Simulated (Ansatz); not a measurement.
# C₅H₈O₂: up Jacob's ladder to CCSD(T)

An exercise on one series of results from a longer session: the logs are not shown, and one member is left open.

Method: functionals in def2-TZVPP, the program's frozen cores in correlated methods; program: Ansatz 0.2.0, Gaussian basis.

The runs, in order: LDA (SPW92), PBE-D4, revPBE-D4, BLYP-D4, r2SCAN-D4, B97M-V, PBE0-D4, B3LYP-D4, r2SCANh-D4, r2SCAN0-D4, HSE06-D4, BHLYP-D4, CAM-B3LYP-D4, LC-ωPBE, ωB97X-V, ωB97M-V, B2PLYP, PBE-QIDH; CCSD(T)/def2-SVP; CCSD(T)/def2-TZVPP; MP2/def2-QZVPP; extrapolation to the limit; RPA on PBE.

## The geometry

The geometry comes from an earlier relaxation with PBE0-D4 in a triple-zeta def2 set; it is a stationary point, not always the lowest conformer.

SMILES `CC1(C)COC1=O`, 15 atoms, charge 0, spin multiplicity 1.

Atoms are counted from 1 here; the program's logs count them from 0.

Bond lengths: C1–C2 1.516 Å, C1–H8 1.092 Å, C1–H9 1.092 Å, C1–H10 1.093 Å, C2–C3 1.516 Å, C2–C4 1.536 Å, C2–C6 1.526 Å, C3–H11 1.092 Å, C3–H12 1.092 Å, C3–H13 1.093 Å, C4–O5 1.454 Å, C4–H14 1.091 Å, C4–H15 1.091 Å, O5–C6 1.362 Å, C6–O7 1.185 Å. Angles: C2–C1–H8 110.2°, C2–C1–H9 111.6°, C2–C1–H10 110.4°, H8–C1–H9 108.0°, H8–C1–H10 108.2°, H9–C1–H10 108.4°, C1–C2–C3 112.5°, C1–C2–C4 115.9°, C1–C2–C6 113.4°, C3–C2–C4 115.9°, C3–C2–C6 113.3°, C4–C2–C6 82.7°, C2–C3–H11 111.6°, C2–C3–H12 110.2°, C2–C3–H13 110.4°, H11–C3–H12 108.0°, H11–C3–H13 108.4°, H12–C3–H13 108.2° and more.

Set-up of the first run:

Contents of in.yaml:

```yaml
crystal:
  periodic: [false, false, false]
  atoms:
    - {symbol: C, position_ang: [-1.514433, 0.048604, 0.162763]}
    - {symbol: C, position_ang: [-0.003702, 0.012348, 0.035936]}
    - {symbol: C, position_ang: [0.613912, -1.149158, 0.790384]}
    - {symbol: C, position_ang: [0.557718, 0.273480, -1.369216]}
    - {symbol: O, position_ang: [1.135417, 1.532188, -0.925106]}
    - {symbol: C, position_ang: [0.661158, 1.352316, 0.338965]}
    - {symbol: O, position_ang: [0.790222, 2.070923, 1.272354]}
    - {symbol: H, position_ang: [-1.802516, 0.147066, 1.211251]}
    - {symbol: H, position_ang: [-1.944753, 0.889314, -0.385750]}
    - {symbol: H, position_ang: [-1.951308, -0.875232, -0.225206]}
    - {symbol: H, position_ang: [1.701326, -1.162549, 0.689434]}
    - {symbol: H, position_ang: [0.374712, -1.078227, 1.853287]}
    - {symbol: H, position_ang: [0.221775, -2.098158, 0.415577]}
    - {symbol: H, position_ang: [1.338355, -0.408307, -1.708783]}
    - {symbol: H, position_ang: [-0.177894, 0.445388, -2.155893]}
basis:
  gaussian: {orbitals: def2-TZVPP}
hamiltonian: {xc: lda}
output: {orbitals: {seedname: orbitals}}
```

The run is started by

```
$ ansatz run in.yaml --threads 2 --pin off --events-out ev --progress --plain --max-ram 32768MiB --backend cuda --devices 0, --max-vram 18GiB
```

Steps of the session up to this table: LDA; PBE-D4 (GGA); revPBE-D4 (GGA); BLYP-D4 (GGA); r2SCAN-D4 (meta-GGA); B97M-V (meta-GGA); PBE0-D4 (hybrid); B3LYP-D4 (hybrid); r2SCANh-D4 (hybrid); r2SCAN0-D4 (hybrid); HSE06-D4 (hybrid); BHLYP-D4 (hybrid); CAM-B3LYP-D4 (range-separated); LC-ωPBE (range-separated); ωB97X-V (range-separated); ωB97M-V (range-separated); B2PLYP (double hybrid); PBE-QIDH (double hybrid).

One of the session's tables, all rows but one given; the rest of the session is left out.

It belongs to the step «Frontier levels by functional». 

```
  functional  HOMO (eV)  gap (eV)
 LDA (SPW92)      -6.57      5.44
      PBE-D4      -6.37      5.52
   revPBE-D4      -6.29      5.55
     BLYP-D4      -6.28      5.54
   r2SCAN-D4          ?         ?
      B97M-V      -6.79      6.30
     PBE0-D4      -7.90      8.20
    B3LYP-D4      -7.68      7.69
  r2SCANh-D4      -7.24      7.07
  r2SCAN0-D4      -8.11      8.57
    HSE06-D4      -7.49      7.40
    BHLYP-D4      -9.40     10.84
CAM-B3LYP-D4      -9.36     10.86
     LC-ωPBE     -10.64     13.42
     ωB97X-V     -10.32     13.01
     ωB97M-V     -10.27     12.54
```

Estimate the missing values for r2SCAN-D4.

Worked estimate for «HOMO (eV)». Against the share of exact exchange, r2SCANh-D4 (0.1, -7.24), r2SCAN0-D4 (0.25, -8.11) give a slope of -5.80 per unit share; at 0 the line stands at -6.66.

As computed: HOMO (eV): -6.66; gap (eV): 6.07. In «HOMO (eV)» the line misses by 0.00.
